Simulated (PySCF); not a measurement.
# RuSF₂: relaxation and vibrations of the quintet

Aim: relax RuSF₂ as a quintet from a PBE0 minimum start, check by its vibrations whether the end is a minimum, and collect its spectrum and constants.

Method: PBE0, basis Ru def2-SVP with ECP28, S def2-SVP, F def2-SVP, scalar-relativistic core potentials, no spin–orbit coupling, density fitting; program: PySCF 2.14.0.

## Step 1: Where the work starts

4 atoms, charge 0, spin multiplicity 5.

Bond lengths: Ru1–S2 2.111 Å, Ru1–F3 1.862 Å, Ru1–F4 1.862 Å. Angles: S2–Ru1–F3 100.6°, S2–Ru1–F4 100.6°, F3–Ru1–F4 158.8°.

Coordinates in bohr (charge 0 multiplicity 5):
```
Ru    0.2980    0.5162   -0.0598
S    -1.6863   -2.9211    0.3385
F     3.6156   -0.6568   -0.1243
F    -2.3768    2.8026   -0.1243
```

## Step 2: Finding the electronic state

One driver script runs all steps and calls PySCF; scf.py shows how it sets up the SCF of each step. The optimiser is the driver's own. After this first run the driver tries any further starts and a stability analysis.

scf.py reads:

```python
from pyscf import gto, scf, dft
mol = gto.M(atom='''
Ru     0.157697     0.273160    -0.031655
S     -0.892375    -1.545756     0.179131
F      1.913271    -0.347568    -0.065796
F     -1.257735     1.483075    -0.065793''',
    basis={'Ru': 'def2-SVP', 'S': 'def2-SVP', 'F': 'def2-SVP'},
    ecp={'Ru': 'def2-SVP'},
    charge=0, spin=4)
mf = dft.UKS(mol, xc='PBE0')
mf.grids.atom_grid = (50, 194)
aux = {'Ru': 'def2-universal-JKFIT', 'S': 'def2-universal-JKFIT', 'F': 'def2-universal-JKFIT'}
mf = mf.density_fit(auxbasis=aux)
mf.conv_tol = 1e-08
mf.diis_space = 10
mf.max_cycle = 60
mf.init_guess = 'minao'
mf.verbose = 4
mf.kernel()
```

Command:

```bash
> OMP_NUM_THREADS=2 python axn.py task.json out
```

The program printed:

```text
init E= -682.804295418361
[... the frontier-level lines of each cycle are left out ...]
cycle= 1 E= -691.74302093761  delta_E= -8.94  |g|= 0.861  |ddm|= 2.26
cycle= 2 E= -690.18544254983  delta_E= 1.56  |g|= 1.88  |ddm|=  2.4
cycle= 3 E= -692.106874469361  delta_E= -1.92  |g|= 0.339  |ddm|= 1.89
cycle= 4 E= -692.057823130378  delta_E= 0.0491  |g|= 0.441  |ddm|= 0.466
cycle= 5 E= -692.147850715023  delta_E= -0.09  |g|= 0.0684  |ddm|= 0.301
cycle= 6 E= -692.150668895149  delta_E= -0.00282  |g|= 0.0122  |ddm|= 0.0792
cycle= 7 E= -692.150845989244  delta_E= -0.000177  |g|= 0.00578  |ddm|= 0.0249
cycle= 8 E= -692.150937266271  delta_E= -9.13e-05  |g|= 0.00363  |ddm|= 0.0262
cycle= 9 E= -692.150959793548  delta_E= -2.25e-05  |g|= 0.00129  |ddm|= 0.0132
cycle= 10 E= -692.150962421555  delta_E= -2.63e-06  |g|= 0.000929  |ddm|= 0.00502
cycle= 11 E= -692.150962905567  delta_E= -4.84e-07  |g|= 0.000293  |ddm|= 0.00119
cycle= 12 E= -692.15096302219  delta_E= -1.17e-07  |g|= 0.000248  |ddm|= 0.000963
cycle= 13 E= -692.150963083547  delta_E= -6.14e-08  |g|= 3.38e-05  |ddm|= 0.000573
cycle= 14 E= -692.150963088723  delta_E= -5.18e-09  |g|= 2.02e-05  |ddm|= 0.000226
Extra cycle  E= -692.150963087714  delta_E= 1.01e-09  |g|= 5.4e-05  |ddm|= 7.86e-05
converged SCF energy = -692.150963087714  <S^2> = 6.0157333  2S+1 = 5.0062894
```

This step, with its further starts and checks, took 15 s on 2 threads of Arm Neoverse V1, shared host.

The starts that the driver tried:

| start | energy (Eh) |
| --- | --- |
| the minimal-basis guess | -692.150963 |
| a thermally smeared density | -692.150963 |
| a smeared PBE density | -692.150963 |

The test of internal stability and the other starts found no lower solution of this spin.

## Step 3: Relaxation: PBE0 minimum start, quintet

The program finds C2v symmetry in the start, which this walk keeps. The walk stops when the largest gradient is under 0.0003 Eh/bohr and the energy has settled too.

scf.py: that of step 2 with these lines changed.

```diff
@@ -3,4 +3,4 @@
-Ru     0.157697     0.273160    -0.031655
-S     -0.892375    -1.545756     0.179131
-F      1.913271    -0.347568    -0.065796
-F     -1.257735     1.483075    -0.065793''',
+Ru     0.157737     0.273230    -0.031663
+S     -0.892335    -1.545686     0.179123
+F      1.913311    -0.347498    -0.065804
+F     -1.257695     1.483145    -0.065801''',
@@ -17 +16,0 @@
-mf.init_guess = 'minao'
```

Steps of the walk:

| step | energy (Eh) | change (kJ/mol) | largest symmetric gradient (Eh/bohr) |
| --- | --- | --- | --- |
| 0 | -692.150963 | 0.00 | 0.00016 |

The walk took 2.2 s.

Geometry (Å) and forces (eV/Å) at some steps:

```
step 0
Ru   0.158   0.273  -0.032   0.003  -0.014  -0.012
S   -0.892  -1.546   0.179  -0.009   0.009   0.010
F    1.913  -0.347  -0.066   0.008  -0.002  -0.002
F   -1.258   1.483  -0.066  -0.002   0.007   0.004
```

After 0 steps and 0.0 kJ/mol it ends at C2v: Ru–F 1.862 Å (×2), Ru–S 2.111 Å; F–Ru–F 158.8°, F–Ru–S 100.6° (×2).

## Step 4: Frequencies

The point is checked on the finer grid, and tightened if its gradient asks for it. The Hessian and the dipole derivatives come from central differences of analytic gradients, with steps of 0.02 bohr.

scf.py: that of step 3 with these lines changed.

```diff
@@ -11 +11 @@
-mf.grids.atom_grid = (50, 194)
+mf.grids.atom_grid = (75, 302)
@@ -14 +14 @@
-mf.conv_tol = 1e-08
+mf.conv_tol = 1e-10
```

This SCF starts from the last density.

Log of the central SCF (cycles and frontier levels):

```text
init E= -692.1509286573
[... the frontier-level lines of each cycle are left out ...]
cycle= 1 E= -692.150928657251  delta_E= 4.9e-11  |g|= 1.33e-05  |ddm|= 1.52e-05
cycle= 2 E= -692.150928656785  delta_E= 4.66e-10  |g|= 3.51e-05  |ddm|= 3.64e-05
cycle= 3 E= -692.150928657303  delta_E= -5.18e-10  |g|= 7.2e-06  |ddm|= 3.07e-05
cycle= 4 E= -692.150928657327  delta_E= -2.44e-11  |g|= 5.79e-07  |ddm|= 6.24e-06
Extra cycle  E= -692.15092865733  delta_E= -2.96e-12  |g|= 4.73e-07  |ddm|= 3.02e-06
converged SCF energy = -692.15092865733  <S^2> = 6.0157303  2S+1 = 5.0062882
```

The whole step took 50 s.

Geometry: C2v; Ru–F 1.862 Å (×2), Ru–S 2.111 Å; F–Ru–F 158.8°, F–Ru–S 100.6° (×2).

Harmonic modes (main isotopes):

```tsv
symmetry	ω (cm⁻¹)	IR (km/mol)
b1	159	18.7
b2	181	0.0
a1	213	5.7
a1	492	7.4
a1	632	35.6
b2	692	173
```

All wavenumbers are real: a minimum.

Constants and moments:

| Item | Value |
| --- | --- |
| Dipole moment | 0.83 D |
| Highest occupied level | -7.40 eV |
| Lowest empty level | -4.62 eV |
| Rotational constants | 0.1324, 0.1301, 0.0656 cm⁻¹ |
| Zero-point energy | 14.2 kJ/mol |
| Principal polarisabilities | 27.4, 42.3, 63.5 bohr³ |
| Atomisation energy without zero-point energy | 1167 kJ/mol |
| Principal traceless quadrupole moments about the centre of mass | -12.20, 5.07, 7.13 D Å |
| Entropy at 298.15 K and 1 bar (electronic part: spin only) | 327.3 J/(mol K) |
| Heat capacity Cp at 298.15 K | 69.5 J/(mol K) |
| Enthalpy at 298.15 K above 0 K | 15.82 kJ/mol |
| Rotational symmetry number | 2 |
| Spin squared ⟨S²⟩ | 6.016 |

Populations by atom (charges in e):

| atom | Mulliken | Löwdin | polar tensor | spin (Mulliken) | Mayer order to Ru1 |
| --- | --- | --- | --- | --- | --- |
| Ru1 | 0.73 | 0.02 | 1.31 | 2.71 | – |
| S2 | 0.02 | 0.35 | -0.15 | 1.00 | 1.96 |
| F3,4 | -0.38 | -0.18 | -0.58 | 0.14 | 0.95 |

Outer orbital energies (eV). α occupied: -11.74, -11.52, -11.46, -9.60, -9.57, -9.17, -8.16, -7.40; empty: -3.35, -0.43, -0.04, 1.56. β occupied: -12.47, -11.88, -11.61, -11.40, -11.10, -10.29, -9.34, -8.06; empty: -4.62, -4.25, -3.93, -3.44.

Mulliken populations on Ru1 (outside its core potential): s 2.41, p 6.45, d 6.39, f 0.02.

## Step 5: Summary of results

| quantity | value |
| --- | --- |
| minimum | quintet, C2v |
| geometry | Ru–F 1.862 Å (×2), Ru–S 2.111 Å; F–Ru–F 158.8°, F–Ru–S 100.6° (×2) |
| wavenumbers (cm⁻¹) | 159 (b1), 181 (b2), 213 (a1), 492 (a1), 632 (a1), 692 (b2) |
| dipole moment | 0.83 D |
| highest occupied, lowest empty level (either spin) | -7.40, -4.62 eV |
| polar-tensor charge of Ru1 | +1.31 e |
| zero-point energy | 14.2 kJ/mol |
| entropy at 298.15 K | 327.3 J/(mol K) |
| atomisation energy (no zero-point energy) | 1167 kJ/mol |
| ⟨S²⟩ | 6.016 |

The PBE0 minimum start keeps its C2v symmetry and ends in a minimum. The strongest infrared band lies at 692 cm⁻¹ (b2, stretch). Most of the spin sits on Ru1 (Mulliken spin 2.71, against 4 for the whole molecule). Other starts or spin states, not run here, may lie lower. One determinant may miss the lowest occupation of an open d or f shell.

The search up to here took 67 s.
